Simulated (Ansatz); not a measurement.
# FGeH₃O₂: basis-set convergence

How large a basis does FGeH₃O₂ need? Two functionals are run in growing sets.

Program: Ansatz 0.2.0, Gaussian basis. Level of theory: one geometry, several basis sets. These are calculated values, not measurements.

The runs, in order: PBE0-D4/def2-SVP; ωB97M-V/def2-SVP; PBE0-D4/def2-QZVPP; ωB97M-V/def2-QZVPP; the functionals' def2-TZVPP values are taken from earlier runs.

## Step 1: Structure used throughout

The geometry comes from an earlier relaxation with PBE0-D4 in a triple-zeta def2 set; it is a stationary point, not always the lowest conformer.

SMILES `[OH][GeH]([OH])[F]`, 7 atoms, charge 0, spin multiplicity 1.

Atoms are counted from 1 here; the program's logs count them from 0.

Bond lengths: O1–Ge2 1.758 Å, O1–H5 0.961 Å, Ge2–O3 1.748 Å, Ge2–F4 1.736 Å, Ge2–H6 1.522 Å, O3–H7 0.961 Å. Angles: Ge2–O1–H5 112.4°, O1–Ge2–O3 108.4°, O1–Ge2–F4 104.7°, O1–Ge2–H6 116.0°, O3–Ge2–F4 110.1°, O3–Ge2–H6 108.9°, F4–Ge2–H6 108.5°, Ge2–O3–H7 112.8°.

## Step 2: PBE0-D4 in def2-SVP

Input file in.yaml:

```yaml
crystal:
  periodic: [false, false, false]
  atoms:
    - {symbol: O, position_ang: [-0.352859, 1.140346, -0.859305]}
    - {symbol: Ge, position_ang: [-0.107514, -0.026789, 0.432380]}
    - {symbol: O, position_ang: [1.518225, -0.656049, 0.307557]}
    - {symbol: F, position_ang: [-1.260287, -1.284458, 0.113190]}
    - {symbol: H, position_ang: [-1.209247, 1.041805, -1.283922]}
    - {symbol: H, position_ang: [-0.331411, 0.485846, 1.847486]}
    - {symbol: H, position_ang: [1.804393, -0.768701, -0.603087]}
basis:
  gaussian: {orbitals: def2-SVP}
hamiltonian: {xc: pbe0, dispersion: d4}
output: {orbitals: {seedname: orbitals}}
```

The run is started by

```sh
ansatz run in.yaml --threads 2 --pin off --events-out ev --progress --plain --max-ram 32768MiB --backend cpu
```

The runs that follow: ωB97M-V in def2-SVP; PBE0-D4 in def2-QZVPP; ωB97M-V in def2-QZVPP.

**Question.** What will the summary of the whole plan be? Wanted: PBE0-D4: double and triple zeta above quadruple; ωB97M-V: double and triple zeta above quadruple.

**Answer**, as computed:

```
                                       quantity           value
PBE0-D4: double and triple zeta above quadruple  17.62, 1.65 eV
ωB97M-V: double and triple zeta above quadruple  17.73, 1.59 eV
```

What this shows: PBE0-D4 gains 15.97 eV from double to triple zeta, then 1.65 eV more. These are total energies; as a rule much of such shifts cancels in differences, which this series doesn't test. The LUMO of ωB97M-V is positive and keeps falling with the basis (2.38 to 1.38 eV): an unbound level that the basis holds in place.
